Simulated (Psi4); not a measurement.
# TiO2 (titanium dioxide): B3LYP/6-31G(d) (spherical functions), part 2 of 2

Psi4 1.11. Earlier steps stand in the parts before.

## Step 3: The triplet at the same level

Input file job.json:

```json
{
  "schema_name": "qcschema_input",
  "schema_version": 1,
  "molecule": {
    "schema_name": "qcschema_molecule",
    "schema_version": 2,
    "symbols": ["O", "Ti", "O"],
    "geometry": [1.74043776, 1.75517762, 0.84017224, 0.25511303, -0.92974525, 0.62663318, -1.99573976, -0.82543237, -1.46680542],
    "molecular_charge": 0,
    "molecular_multiplicity": 3,
    "fix_symmetry": "c1",
    "fix_com": true,
    "fix_orientation": true
  },
  "driver": "gradient",
  "model": {
    "method": "b3lyp",
    "basis": "6-31G*"
  },
  "keywords": {
    "reference": "uks",
    "puream": true,
    "e_convergence": 1e-09,
    "d_convergence": 1e-08,
    "scf_type": "pk",
    "dft_radial_points": 99,
    "dft_spherical_points": 590,
    "maxiter": 100,
    "scf_properties": ["LOWDIN_CHARGES", "DIPOLE", "MULLIKEN_CHARGES"]
  }
}
```

Launch:

```sh
$ psi4 --qcschema job.json -n 1 --memory 1600MB
```

stdout:

```text
Psi4 1.11 release

gradient() will perform analytic gradient computation.

   => Loading Basis Set <=

    Name: 6-31G*
    Role: ORBITAL
    Keyword: BASIS

         ---------------------------------------------------------
                                   SCF
                              UKS Reference
                        1 Threads,   1525 MiB Core
         ---------------------------------------------------------

  ==> Geometry <==

    Molecular point group: c1
    Full point group: C1

    Geometry (in Bohr), charge = 0, multiplicity = 3:

       Center              X                  Y                   Z               Mass
    ------------   -----------------  -----------------  -----------------  -----------------
         O            1.740437760000     1.755177620000     0.840172240000    15.994914619570
         TI           0.255113030000    -0.929745250000     0.626633180000    47.947941980000
         O           -1.995739760000    -0.825432370000    -1.466805420000    15.994914619570

  Running in c1 symmetry.

  Rotational constants: A =      0.81383  B =      0.29018  C =      0.21391 [cm^-1]
  Rotational constants: A =  24398.10494  B =   8699.23449  C =   6412.74615 [MHz]
  Nuclear repulsion =  127.009919192192925

  Charge       = 0
  Multiplicity = 3
  Electrons    = 38
  Nalpha       = 20
  Nbeta        = 18

  ==> Algorithm <==

  SCF Algorithm Type is PK.
  DIIS enabled.
  MOM disabled.
  Fractional occupation disabled.
  Guess Type is SAD.
  Energy threshold   = 1.00e-09
  Density threshold  = 1.00e-08
  Integral threshold = 1.00e-12

  ==> Primary Basis <==

  Basis Set: 6-31G*
    Blend: 6-31G*
    Number of shells: 24
    Number of basis functions: 62
    Number of Cartesian functions: 69
    Spherical Harmonics?: true
    Max angular momentum: 3

  ==> DFT Potential <==

   => LibXC <=

    Version 7.1.2

   => Composite Functional: B3LYP <=

    B3LYP Hyb-GGA Exchange-Correlation Functional

    Deriv               =              1
    GGA                 =           TRUE
    Meta                =          FALSE

    Exchange Hybrid     =           TRUE
    MP2 Hybrid          =          FALSE

   => Exchange Functionals <=

    0.0800   Slater exchange
    0.7200         Becke 88

   => Exact (HF) Exchange <=

    0.2000               HF

   => Correlation Functionals <=

    0.1900   Vosko, Wilk & Nusair (VWN5_RPA)
    0.8100   Lee, Yang & Parr

   => LibXC Density Thresholds  <==

    XC_HYB_GGA_XC_B3LYP:  1.00E-15

   => Molecular Quadrature <=

    Radial Scheme          =       TREUTLER
    Pruning Scheme         =           NONE
    Nuclear Scheme         =       TREUTLER

    Blocking Scheme        =         OCTREE
    BS radius alpha        =              1
    Pruning alpha          =              1
    Radial Points          =             99
    Spherical Points       =            590
    Total Points           =         170008
    Total Blocks           =           1332
    Max Points             =            256
    Max Functions          =             62
    Weights Tolerance      =       1.00E-15

  ==> Integral Setup <==

  Using in-core PK algorithm.
   Calculation information:
      Number of atoms:                   3
      Number of AO shells:              24
      Number of primitives:             73
      Number of atomic orbitals:        69
      Number of basis functions:        62

      Integral cutoff                 1.00e-12
      Number of threads:                 1

  Performing in-core PK
  Using 3816162 doubles for integral storage.
  We computed 43475 shell quartets total.
  Whereas there are 45150 unique shell quartets.

  ==> DiskJK: Disk-Based J/K Matrices <==

    J tasked:                  Yes
    K tasked:                  Yes
    wK tasked:                  No
    Memory [MiB]:              887
    Schwarz Cutoff:          1E-12

  Cached 100.0% of DFT collocation blocks in 0.250 [GiB].

  Minimum eigenvalue in the overlap matrix is 2.6308085299E-02.
  Reciprocal condition number of the overlap matrix is 8.3692293431E-03.
    Using symmetric orthogonalization.

  ==> Pre-Iterations <==

  SCF Guess: Superposition of Atomic Densities via on-the-fly atomic UHF (no occupation information).

   -------------------------
    Irrep   Nso     Nmo
   -------------------------
     A         62      62
   -------------------------
    Total      62      62
   -------------------------

  ==> Iterations <==

                        Total Energy        Delta E     RMS |[F,P]|

   @UKS iter SAD:  -998.88475203888595   -9.98885e+02   0.00000e+00
   @UKS iter   1:  -999.41684722723505   -5.32095e-01   1.55898e-02 ADIIS/DIIS
   @UKS iter   2:  -990.68875083837600    8.72810e+00   7.42566e-02 ADIIS/DIIS
   @UKS iter   3:  -999.40756580447260   -8.71881e+00   1.66970e-02 ADIIS/DIIS
   @UKS iter   4:  -999.80501472496610   -3.97449e-01   1.66994e-03 ADIIS/DIIS
   @UKS iter   5:  -999.81026564804188   -5.25092e-03   9.59124e-04 ADIIS/DIIS
   @UKS iter   6:  -999.81207676145982   -1.81111e-03   3.34342e-04 ADIIS/DIIS
   @UKS iter   7:  -999.81279867869989   -7.21917e-04   3.92518e-04 ADIIS/DIIS
   @UKS iter   8:  -999.81327939991183   -4.80721e-04   1.87870e-04 ADIIS/DIIS
   @UKS iter   9:  -999.81356950903069   -2.90109e-04   3.69345e-05 DIIS
   @UKS iter  10:  -999.81359481687934   -2.53078e-05   2.78833e-05 DIIS
   @UKS iter  11:  -999.81360154064180   -6.72376e-06   3.23764e-06 DIIS
   @UKS iter  12:  -999.81360169960419   -1.58962e-07   1.46321e-06 DIIS
   @UKS iter  13:  -999.81360170509515   -5.49096e-09   3.82885e-07 DIIS
   @UKS iter  14:  -999.81360170591631   -8.21160e-10   8.29042e-08 DIIS
   @UKS iter  15:  -999.81360170602625   -1.09935e-10   6.82582e-08 DIIS
   @UKS iter  16:  -999.81360170605660   -3.03544e-11   2.64289e-08 DIIS
   @UKS iter  17:  -999.81360170605944   -2.84217e-12   6.89404e-09 DIIS
  Energy and wave function converged.

  ==> Post-Iterations <==

   Electrons on quadrature grid:
      Nalpha   =   19.9999999147 ; deviation = -8.531e-08
      Nbeta    =   18.0000001516 ; deviation = 1.516e-07
      Ntotal   =   38.0000000663 ; deviation = 6.633e-08

   @Spin Contamination Metric:   2.425446961E-02
   @S^2 Expected:                2.000000000E+00
   @S^2 Observed:                2.024254470E+00
   @S   Expected:                1.000000000E+00
   @S   Observed:                1.000000000E+00

    Orbital Energies [Eh]
    ---------------------

    Alpha Occupied:

       1A   -178.881168     2A    -19.923623     3A    -19.185806
       4A    -19.185767     5A    -16.638981     6A    -16.638173
       7A    -16.631907     8A     -2.404700     9A     -1.539394
      10A     -1.525445    11A     -1.512697    12A     -0.931744
      13A     -0.915459    14A     -0.429576    15A     -0.384257
      16A     -0.369094    17A     -0.361858    18A     -0.356766
      19A     -0.352005    20A     -0.183006

    Alpha Virtual:

      21A     -0.086485    22A     -0.083105    23A     -0.021411
      24A      0.000963    25A      0.010142    26A      0.011810
      27A      0.038708    28A      0.042947    29A      0.103129
      30A      0.140547    31A      0.257825    32A      0.261232
      33A      0.799191    34A      0.800110    35A      0.830237
      36A      0.838115    37A      0.853884    38A      0.961062
      39A      0.977637    40A      0.982701    41A      1.014028
      42A      1.028615    43A      1.140748    44A      1.332900
      45A      1.472281    46A      1.545519    47A      1.604668
      48A      1.628784    49A      1.729582    50A      1.752615
      51A      1.756750    52A      1.802047    53A      1.869552
      54A      1.941872    55A      1.987668    56A      2.134933
      57A      2.211066    58A      2.230991    59A      2.481563
      60A      2.516867    61A      2.608865    62A      2.682127

    Beta Occupied:

       1A   -178.879868     2A    -19.920282     3A    -19.171264
       4A    -19.171229     5A    -16.637571     6A    -16.633670
       7A    -16.629113     8A     -2.394093     9A     -1.525568
      10A     -1.523682    11A     -1.495281    12A     -0.889282
      13A     -0.871952    14A     -0.368928    15A     -0.354024
      16A     -0.343330    17A     -0.340911    18A     -0.332890

    Beta Virtual:

      19A     -0.206217    20A     -0.098576    21A     -0.069787
      22A     -0.062992    23A     -0.014308    24A      0.012275
      25A      0.019120    26A      0.038283    27A      0.044963
      28A      0.046480    29A      0.122303    30A      0.163374
      31A      0.271757    32A      0.273162    33A      0.813681
      34A      0.830740    35A      0.843839    36A      0.860319
      37A      0.866211    38A      0.988030    39A      1.008163
      40A      1.017781    41A      1.024882    42A      1.041678
      43A      1.150433    44A      1.353865    45A      1.491905
      46A      1.569270    47A      1.628201    48A      1.633561
      49A      1.750374    50A      1.770498    51A      1.789380
      52A      1.835185    53A      1.893315    54A      1.972597
      55A      2.005637    56A      2.143283    57A      2.230383
      58A      2.251714    59A      2.500172    60A      2.530108
      61A      2.616891    62A      2.696841

    Final Occupation by Irrep:
              A
    DOCC [    18 ]
    SOCC [     2 ]
    NA   [    20 ]
    NB   [    18 ]

  @UKS Final Energy:  -999.81360170605944

   => Energetics <=

    Nuclear Repulsion Energy =            127.0099191921929247
    One-Electron Energy =               -1623.8699234335572328
    Two-Electron Energy =                 544.7987820656668418
    DFT Exchange-Correlation Energy =     -47.7523795303619139
    Empirical Dispersion Energy =           0.0000000000000000
    VV10 Nonlocal Energy =                  0.0000000000000000
    Total Energy =                       -999.8136017060594440

  UHF NO Occupations:
  HONO-2 :   18  A 1.9888271
  HONO-1 :   19  A 1.0000000
  HONO-0 :   20  A 1.0000000
  LUNO+0 :   21  A 0.0111729
  LUNO+1 :   22  A 0.0001953
  LUNO+2 :   23  A 0.0001906
  LUNO+3 :   24  A 0.0001798

Computation Completed

Properties will be evaluated at   0.000000,   0.000000,   0.000000 [a0]

Properties computed using the SCF density matrix

 Multipole Moments:

 ------------------------------------------------------------------------------------
     Multipole            Electronic (a.u.)      Nuclear  (a.u.)        Total (a.u.)
 ------------------------------------------------------------------------------------

 L = 1.  Multiply by 2.5417464519 to convert [e a0] to [Debye]
 Dipole X            :         -3.3174662            3.5700707            0.2526045
 Dipole Y            :         12.0964416          -13.0164335           -0.9199919
 Dipole Z            :         -8.1527090            8.7728645            0.6201555
 Magnitude           :                                                    1.1378870

 ------------------------------------------------------------------------------------
  Mulliken Charges: (a.u.)
   Center  Symbol    Alpha    Beta     Spin     Total
       1     O     4.50174  3.92028  0.58146 -0.42202
       2    TI    10.99668 10.15924  0.83744  0.84408
       3     O     4.50158  3.92048  0.58110 -0.42206

   Total alpha = 20.00000, Total beta = 18.00000, Total charge =  0.00000

  Lowdin Charges: (a.u.)
   Center  Symbol    Alpha    Beta     Spin     Total
       1     O     4.38395  3.80549  0.57846 -0.18944
       2    TI    11.23226 10.38882  0.84345  0.37892
       3     O     4.38379  3.80569  0.57810 -0.18948

  Total alpha = 20.00000, Total beta = 18.00000, Total charge = -0.00000

	total time  =         13 seconds =       0.22 minutes

         ------------------------------------------------------------
                                   SCF GRAD
         ------------------------------------------------------------

  ==> Geometry <==

    Molecular point group: c1
    Full point group: C1

    Geometry (in Bohr), charge = 0, multiplicity = 3:

       Center              X                  Y                   Z               Mass
    ------------   -----------------  -----------------  -----------------  -----------------
         O            1.740437760000     1.755177620000     0.840172240000    15.994914619570
         TI           0.255113030000    -0.929745250000     0.626633180000    47.947941980000
         O           -1.995739760000    -0.825432370000    -1.466805420000    15.994914619570

  Nuclear repulsion =  127.009919192192925

  ==> Basis Set <==

  Basis Set: 6-31G*
    Blend: 6-31G*
    Number of shells: 24
    Number of basis functions: 62
    Number of Cartesian functions: 69
    Spherical Harmonics?: true
    Max angular momentum: 3

  ==> DirectJKGrad: Integral-Direct SCF Gradients <==

    Gradient:                    1
    J tasked:                  Yes
    K tasked:                  Yes
    wK tasked:                  No
    Integrals threads:           1
    Schwarz Cutoff:          1E-12

  ==> DFT Potential <==

   => LibXC <=

    Version 7.1.2

   => Composite Functional: B3LYP <=

    B3LYP Hyb-GGA Exchange-Correlation Functional

    Deriv               =              1
    GGA                 =           TRUE
    Meta                =          FALSE

    Exchange Hybrid     =           TRUE
    MP2 Hybrid          =          FALSE

   => Exchange Functionals <=

    0.0800   Slater exchange
    0.7200         Becke 88

   => Exact (HF) Exchange <=

    0.2000               HF

   => Correlation Functionals <=

    0.1900   Vosko, Wilk & Nusair (VWN5_RPA)
    0.8100   Lee, Yang & Parr

   => LibXC Density Thresholds  <==

    XC_HYB_GGA_XC_B3LYP:  1.00E-15

   => Molecular Quadrature <=

    Radial Scheme          =       TREUTLER
    Pruning Scheme         =           NONE
    Nuclear Scheme         =       TREUTLER

    Blocking Scheme        =         OCTREE
    BS radius alpha        =              1
    Pruning alpha          =              1
    Radial Points          =             99
    Spherical Points       =            590
    Total Points           =         170008
    Total Blocks           =           1332
    Max Points             =            256
    Max Functions          =             62
    Weights Tolerance      =       1.00E-15

  -Total Gradient:
     Atom            X                  Y                   Z
    ------   -----------------  -----------------  -----------------
       1       -0.017791242497    -0.041310895734     0.001323233802
       2       -0.013376879584     0.048734426557    -0.032847418907
       3        0.031184563501    -0.007483896208     0.031564755374

	total time  =          4 seconds =       0.07 minutes

    Psi4 run time: 0:00:17.02
```

The result, in JSON:

```text
{
 "driver": "gradient",
 "model": {
  "method": "b3lyp",
  "basis": "6-31G*"
 },
 "success": true,
 "return_result": [-0.01779124249738369, -0.04131089573386165, 0.0013232338021046328, -0.01337687958399194, 0.0487344265573591, -0.03284741890731996, 0.031184563500743404, -0.007483896208132229, 0.03156475537400835],
 "properties": {
  "calcinfo_nbasis": 62,
  "calcinfo_nmo": 62,
  "calcinfo_nalpha": 20,
  "calcinfo_nbeta": 18,
  "calcinfo_natom": 3,
  "nuclear_repulsion_energy": 127.00991919219292,
  "return_energy": -999.8136017060594,
  "return_gradient": [-0.01779124249738369, -0.04131089573386165, 0.0013232338021046328, -0.01337687958399194, 0.0487344265573591, -0.03284741890731996, 0.031184563500743404, -0.007483896208132229, 0.03156475537400835],
  "scf_one_electron_energy": -1623.8699234335572,
  "scf_two_electron_energy": 544.7987820656668,
  "scf_xc_energy": -47.752379530361914,
  "scf_dipole_moment": [0.2526044750697096, -0.9199918531199014, 0.6201554776092131],
  "scf_total_energy": -999.8136017060594,
  "scf_total_gradient": [-0.01779124249738369, -0.04131089573386165, 0.0013232338021046328, -0.01337687958399194, 0.0487344265573591, -0.03284741890731996, 0.031184563500743404, -0.007483896208132229, 0.03156475537400835],
  "scf_iterations": 17
 }
}
```

Run time: 19 s. Hardware: 1 thread of Intel Xeon Platinum 8259CL at 2.50GHz (Skylake/Cascade Lake), shared host; peak memory 0.52 GiB.

## Step 4: What came out

This closing draws on all 2 parts.

Level: B3LYP/6-31G* (spherical functions).

| quantity | value |
| --- | --- |
| singlet: total energy | -999.89274 Eh |
| singlet: dipole moment | 6.57 D |
| singlet: HOMO energy | -6.50 eV |
| singlet: LUMO energy | -3.00 eV |
| singlet: HOMO–LUMO gap | 3.49 eV |
| singlet: largest force on an atom | 0.235 eV/Å |
| triplet: total energy | -999.81360 Eh |
| triplet: dipole moment | 2.89 D |
| triplet: HOMO energy (highest over α and β) | -4.98 eV |
| triplet: ⟨S²⟩ | 2.024 |
| triplet: largest force on an atom | 3.099 eV/Å |
| vertical energy of the triplet above the singlet | 2.153 eV |

**Reading.** At this shape the triplet lies 2.15 eV (208 kJ/mol) above the singlet. Mulliken charges (triplet) run from -0.42 on O3 to +0.84 on Ti2.
